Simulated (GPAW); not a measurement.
The system is AgRh.

```
Ag Rh
1.0
     2.77759    0.00000    0.00000
    -1.38879    2.40546    0.00000
     0.00000    0.00000    4.80860
Ag Rh
1 1
Direct
  0.00000 0.00000 0.50000
  0.66667 0.33333 0.00000
```

The cell comes from a database or a generator and needn't be the stable form of this composition.

Base run:

```yaml
Program: GPAW 26.7.0
Functional: PBE
Potentials_or_basis: GPAW PAW data sets (gpaw-data 1.2.1)
Cutoff: 500 eV
Basis: pw
k_mesh: 9 × 9 × 5
Occupations: fermi-dirac, width 0.05 eV
Spin: no spin polarisation
```

Its results: band gap on the k mesh none (metal or under the smearing width); pressure -1.8 GPa.

Task: The run is repeated on the same cell with these changes: cutoff from 500 eV to 450 eV. What comes out?

Result: Band gap on the k mesh none (metal or under the smearing width); pressure -2.4 GPa.

Caveats: the cutoff is short for stress and forces, so pressures can be off by a GPa or more.
